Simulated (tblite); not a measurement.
# C2H13BrSi4: the cost of one run

Programs: tblite 0.8.0 and PySCF 2.14.0, with density-fitted response routines of our own. Each step states its level of theory. These are calculated values for one molecule in the gas phase, unless marked as measured. Atoms count from 0, in the outputs and in this text.

### Step 1. Starting geometry

20 atoms, charge 0, multiplicity 1; geometry from: force field or distance geometry start.

Bonds of the start (Å): C0–Si1 1.85, Si1–C2 1.82, C2–Br3 1.95, Si1–Si4 2.31, Si4–Si5 2.29, Si5–Si6 2.30, C0–H7 1.09, C0–H8 1.10, C0–H9 1.11, Si1–H10 1.49, C2–H11 1.10, C2–H12 1.08, Si4–H13 1.49, Si4–H14 1.49, Si5–H15 1.48, Si5–H16 1.49, Si6–H17 1.49, Si6–H18 1.49, Si6–H19 1.49.

### Step 2. Geometry optimisation with GFN2-xTB

The job: settings as JSON, then the geometry in Å.

```
{"job": {"kind": "relax", "xc": "GFN2-xTB", "basis": "xTB"}, "charge": 0, "multiplicity": 1}
C     -2.241000    -1.415100     1.351800
Si    -1.082100    -0.138700     0.675100
C     -1.919100     1.283900    -0.087800
Br    -2.943800     2.277500     1.244900
Si     0.217100    -1.158700    -0.939600
Si     1.804600     0.346800    -1.629100
Si     3.223800     0.701900     0.143600
H     -1.706600    -2.274300     1.755400
H     -2.929800    -1.772900     0.578700
H     -2.859500    -1.001500     2.170100
H     -0.162800     0.301400     1.765700
H     -2.655900     0.990200    -0.854300
H     -1.243300     2.018000    -0.513800
H      0.852100    -2.393900    -0.410500
H     -0.668800    -1.525100    -2.082700
H      2.550600    -0.186200    -2.790000
H      1.141600     1.617700    -2.036200
H      2.474100     1.297900     1.279700
H      3.816300    -0.583200     0.606500
H      4.327200     1.625300    -0.230600
```

Started as:

```bash
$ OMP_NUM_THREADS=1 python probes_run.py task.json out
```

The driver reads the jobs from task.json and runs them one after another.

**Question.** How long does this first job take on 1 thread of Arm Neoverse N1, shared host, and how much memory does it need?

About 2.2 s, with a peak of 0.18 GiB.
